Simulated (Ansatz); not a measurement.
# AlC3 (Pm-3m): comparison of functionals at one structure from a Python script

How far apart do the functionals lie for AlC3 (Pm-3m) at one structure? Wanted for AlC3 (Pm-3m): a comparison of functionals at one structure.

Program: Ansatz 0.2.0 through its Python package. The levels of theory stand in the script. These are calculated values, not measurements.

## (1) Starting point

Symmetry: Pm-3m, No. 221, cubic system. The conventional cell has a = 3.208 Å, b = 3.208 Å, c = 3.208 Å, α = 90.00°, β = 90.00°, γ = 90.00°. Al (site symmetry m-3m) is surrounded by 12 C at 2.27 Å. Around C (site symmetry 4/mmm) lie 4 Al at 2.27 Å and 8 C at 2.27 Å.

The script holds or builds the structure itself.

## (2) Script

alc3.py

```python
# -*- coding: utf-8 -*-
"""One structure of AlC3 under several functionals."""

import ansatz as az

cell = (
    az.Lattice.of([3.207929, 0.0, 0.0], [0.0, 3.207929, 0.0], [0.0, 0.0, 3.207929])
    .atom("Al", [0.0, 0.0, 0.0])
    .atom("C", [0.0, 0.5, 0.5])
    .atom("C", [0.5, 0.0, 0.5])
    .atom("C", [0.5, 0.5, 0.0])
)

job = (
    cell.calculation()
    .kpoints(9, 9, 9)
    .accuracy("low")
    .scf(extra_bands=6, lower_state_search="light")
    .occupations("Methfessel-Paxton", width=0.01)
    .pseudopotentials("nc")
    .stress()
)

rows = []
for value in ["r2scan", "pbe", "blyp", "lda"]:
    data = job.functional(value).run(threads=1, backend="cpu").report
    rows.append((value, data["free_energy_ev"] / len(data["lattice"]["sites"]), data["n_iterations"], sum(data["stress_gpa"][i][i] for i in range(3)) / 3, data["n_kpoints"]))

print("  functional   F/atom (eV)    iterations       P (GPa)      k-points")
for row in rows:
    print(f"{str(row[0]):>12s}  {row[1]:12.5f}  {row[2]:12d}  {row[3]:12.3f}  {row[4]:12d}")
```

## (3) What the engine is handed

The engine receives this input (first run):

```yaml
crystal:
  lattice:
    - [3.207929, 0.0, 0.0]
    - [0.0, 3.207929, 0.0]
    - [0.0, 0.0, 3.207929]
  atoms:
    - { symbol: Al, position: [0.0, 0.0, 0.0] }
    - { symbol: C, position: [0.0, 0.5, 0.5] }
    - { symbol: C, position: [0.5, 0.0, 0.5] }
    - { symbol: C, position: [0.5, 0.5, 0.0] }
accuracy: low
kpoints:
  mp_grid:
    grid: [9, 9, 9]
hamiltonian:
  xc: r2scan
  pseudopotentials:
    kind: nc
scf:
  n_extra_bands: 6
  lower_state_search: light
  occupations:
    method: methfessel_paxton
    width: 0.01
output:
  stress: true
```

## (4) The run

Command:

```console
$ python alc3.py
```

**Question.** Rank the functionals by the pressure that they give at this structure. What does the order say about their lattices?

**Answer**, as computed:

| quantity | value |
| --- | --- |
| runs compared | 4 |
| pressure at this cell | -9.1 (lda) to 10.1 GPa (blyp) |

What this shows: From lowest to highest: LDA (-9.1 GPa), r2SCAN (-2.1 GPa), PBE (-0.1 GPa) and BLYP (10.1 GPa). At a fixed cell a lower pressure usually means a smaller equilibrium volume, so LDA prefers the smallest cell and BLYP the largest. What to keep in mind:
- Such functionals run on norm-conserving files made under PBE, which can move pressures by some GPa.
- The mesh is modest for a metal, so energies can be off by several to tens of meV an atom and pressures by half a GPa or more; differences at equal mesh fare better.
- Pressure is positive in compression.
- This cell is a computed structure, which may not be the phase found in nature.
- Total energies of different functionals can't be compared; pressures, moments and gaps at this one structure can.
